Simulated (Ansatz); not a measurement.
Relaxation of a periodic cell of 13 atoms, Sr$_{4}$NCl$_{8}$ (host SrCl2, host structure Fm-3m, interstitial N), to a largest force component of 0.03 eV/Å in at most 60 steps.

The calculation used DFT PBE-D3(BJ), scalar-relativistic, plane waves, PAW (Ansatz 0.2.0). Settings: cutoff 420 eV, k mesh 2x2x2, fermi-dirac smearing 0.05 eV, spin collinear.

```xyz
13
Lattice="6.9710 0.0000 0.0000 0.0000 6.9710 0.0000 0.0000 0.0000 6.9710" Properties=species:S:1:pos:R:3:forces:R:3
Sr 0.000 0.000 0.000 -0.08 -0.02 -0.02
Cl 1.743 1.743 1.743 0.29 0.49 -0.50
Cl 5.228 5.228 5.228 -0.01 -0.02 0.02
Sr 3.486 3.486 0.000 0.08 0.02 -0.02
Cl 5.228 5.228 1.743 -0.02 -0.02 -0.02
Cl 1.743 1.743 5.228 0.23 0.40 0.42
Sr 3.486 0.000 3.486 0.46 -0.03 0.03
Cl 5.228 1.743 5.228 -0.02 0.02 0.02
Cl 1.743 5.228 1.743 0.23 -0.41 -0.39
Sr 0.000 3.486 3.486 -0.08 0.02 0.02
Cl 1.743 5.228 5.228 0.19 -0.34 0.33
Cl 5.228 1.743 1.743 -0.02 0.03 -0.03
N 0.867 0.064 3.431 -1.26 -0.14 0.12
```

Question: Where does it end, and by what steps?

Answer: The run converged. The force dipped under the threshold on the way, but the program's further checks kept it going. Limits of this set-up: coarse k mesh. After 5 steps the energy has fallen by 0.472 eV; N13 moved furthest, 0.78 Å. Parted: Sr7–N13 (2.62 → 3.46 Å).

```json
{"step": "0", "energy less start (eV)": "0.0000", "largest force component (eV/Å)": "1.256", "accepted": "yes"}
{"step": "1", "energy less start (eV)": "-0.2796", "largest force component (eV/Å)": "0.564", "accepted": "yes"}
{"step": "2", "energy less start (eV)": "-0.3888", "largest force component (eV/Å)": "0.356", "accepted": "yes"}
{"step": "3", "energy less start (eV)": "-0.4515", "largest force component (eV/Å)": "0.171", "accepted": "yes"}
{"step": "4", "energy less start (eV)": "-0.4721", "largest force component (eV/Å)": "0.018", "accepted": "yes"}
{"step": "5", "energy less start (eV)": "-0.4721", "largest force component (eV/Å)": "0.018", "accepted": "yes"}
```

```xyz
13
Lattice="6.9710 0.0000 0.0000 0.0000 6.9710 0.0000 0.0000 0.0000 6.9710" Properties=species:S:1:pos:R:3
Sr 0.064 0.005 -0.004
Cl 1.823 1.764 1.722
Cl 5.278 5.219 5.238
Sr 3.553 3.490 -0.004
Cl 5.278 5.219 1.725
Cl 1.823 1.764 5.241
Sr 3.548 0.005 3.482
Cl 5.278 1.762 5.238
Cl 1.823 5.216 1.722
Sr 0.064 3.490 3.482
Cl 1.823 5.216 5.241
Cl 5.277 1.762 1.724
N 0.090 0.007 3.479
```

Time of the run: 27 s on 2 threads of Intel(R) Xeon(R) Platinum 8488C (Sapphire Rapids) (shared host), peak memory 0.81 GiB.
